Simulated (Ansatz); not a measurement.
**CH₅GaOSSi: how energies converge with the basis set**

How large a basis does CH₅GaOSSi need? Two functionals are run in growing sets.

Computed with Ansatz 0.2.0, Gaussian basis. Level: one geometry, several basis sets.

Levels to be run: PBE0-D4/def2-SVP; ωB97M-V/def2-SVP; PBE0-D4/def2-QZVPP; ωB97M-V/def2-QZVPP; the functionals' def2-TZVPP values are taken from earlier runs.

## Step 1: The geometry

An earlier PBE0-D4 in a triple-zeta def2 set relaxation fixed the geometry.

SMILES `[GaH2][SiH]1OCS1`, 10 atoms, charge 0, spin multiplicity 1.

Atoms are counted from 1 here; the program's logs count them from 0.

Bond lengths: Ga1–Si2 2.411 Å, Ga1–H6 1.570 Å, Ga1–H7 1.573 Å, Si2–O3 1.676 Å, Si2–S5 2.150 Å, Si2–H8 1.493 Å, O3–C4 1.414 Å, C4–S5 1.858 Å, C4–H9 1.092 Å, C4–H10 1.092 Å. Angles: Si2–Ga1–H6 121.8°, Si2–Ga1–H7 118.6°, H6–Ga1–H7 119.3°, Ga1–Si2–O3 116.8°, Ga1–Si2–S5 109.3°, Ga1–Si2–H8 116.0°, O3–Si2–S5 84.5°, O3–Si2–H8 110.9°, S5–Si2–H8 115.5°, Si2–O3–C4 99.5°, O3–C4–S5 104.2°, O3–C4–H9 111.0°, O3–C4–H10 111.2°, S5–C4–H9 109.8°, S5–C4–H10 110.1°, H9–C4–H10 110.4°, Si2–S5–C4 71.8°.

## Step 2: PBE0-D4 in def2-SVP

The input, in.yaml:

```yaml
crystal:
  periodic: [false, false, false]
  atoms:
    - {symbol: Ga, position_ang: [-1.885689, 0.275758, -1.350381]}
    - {symbol: Si, position_ang: [-0.286537, -0.786661, 0.107432]}
    - {symbol: O, position_ang: [0.225252, 0.095467, 1.436832]}
    - {symbol: C, position_ang: [1.551141, 0.375483, 1.033203]}
    - {symbol: S, position_ang: [1.698874, -0.428437, -0.635876]}
    - {symbol: H, position_ang: [-2.520285, 1.669320, -1.005061]}
    - {symbol: H, position_ang: [-2.188332, -0.384398, -2.745368]}
    - {symbol: H, position_ang: [-0.585312, -2.199307, 0.488805]}
    - {symbol: H, position_ang: [2.272207, -0.067975, 1.723157]}
    - {symbol: H, position_ang: [1.718684, 1.450749, 0.947248]}
basis:
  gaussian: {orbitals: def2-SVP}
hamiltonian: {xc: pbe0, dispersion: d4}
output: {orbitals: {seedname: orbitals}}
```

The run is started by

```console
> ansatz run in.yaml --threads 4 --pin off --events-out ev --progress --plain --max-ram 10444MiB
```

The runs that follow: ωB97M-V in def2-SVP; PBE0-D4 in def2-QZVPP; ωB97M-V in def2-QZVPP.

Q: Predict the results of all the runs planned. Wanted: PBE0-D4: double and triple zeta above quadruple; ωB97M-V: double and triple zeta above quadruple.

As calculated:

```
                                       quantity           value
PBE0-D4: double and triple zeta above quadruple  19.10, 1.96 eV
ωB97M-V: double and triple zeta above quadruple  19.07, 1.89 eV
```

**Reading.** For PBE0-D4 the step from double to triple zeta gains 17.14 eV and the next only 1.96 eV. Total energies overstate the basis error of differences, where much of it tends to cancel.
